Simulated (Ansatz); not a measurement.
# C2H5NaSi: the cost of one run

Method: UKS PBE-D4/def2-SVP, in Ansatz 0.2.0.

### Step 1. Starting point

Bond lengths: Na1–C2 2.275 Å, C2–C3 1.334 Å, C3–Si4 1.886 Å, C2–H5 1.098 Å, C3–H6 1.092 Å, Si4–H7 1.471 Å, Si4–H8 1.471 Å, Si4–H9 1.466 Å. Angles: Na1–C2–C3 120.6°, Na1–C2–H5 127.0°, C3–C2–H5 112.4°, C2–C3–Si4 126.2°, C2–C3–H6 119.5°, Si4–C3–H6 114.3°, C3–Si4–H7 110.8°, C3–Si4–H8 110.9°, C3–Si4–H9 110.5°, H7–Si4–H8 107.3°, H7–Si4–H9 108.6°, H8–Si4–H9 108.6°.

Structure file:

```xyz
9

Na   -1.9910    2.8114    1.0527
C    -0.7572    1.2911   -0.1058
C    -0.2628    0.2120    0.5031
Si    0.7749   -1.1428   -0.3001
H    -0.4937    1.3286   -1.1710
H    -0.4560    0.0592    1.5669
H     2.0887   -1.2515    0.3529
H     0.1145   -2.4516   -0.1759
H     0.9826   -0.8565   -1.7228
```

### Step 2. Relaxing end A

The input, input.yaml:

```yaml
crystal:
  periodic: [false, false, false]
  atoms:
    - { symbol: Na, position_ang: [-1.99103, 2.81141, 1.05272] }
    - { symbol: C, position_ang: [-0.75725, 1.2911, -0.10577] }
    - { symbol: C, position_ang: [-0.26281, 0.21197, 0.5031] }
    - { symbol: Si, position_ang: [0.77494, -1.1428, -0.30008] }
    - { symbol: H, position_ang: [-0.49366, 1.32862, -1.17102] }
    - { symbol: H, position_ang: [-0.45598, 0.05925, 1.56687] }
    - { symbol: H, position_ang: [2.08873, -1.25154, 0.3529] }
    - { symbol: H, position_ang: [0.11446, -2.45156, -0.17589] }
    - { symbol: H, position_ang: [0.9826, -0.85645, -1.72284] }
magnetization:
  spin_polarized: true
basis:
  gaussian: { orbitals: def2-SVP }
hamiltonian:
  xc: pbe
  dispersion: d4
relax:
  f_tol: 0.02
  max_steps: 50
```

The run is started by

```
> ansatz run input.yaml --threads 2 --pin off --max-ram 3072MiB --backend cpu --events-out ev --progress --plain --runs-dir out
```

What time and memory should one allow on 2 threads of Arm Neoverse V1, shared host?

About 25 s, with a peak of 0.16 GiB.
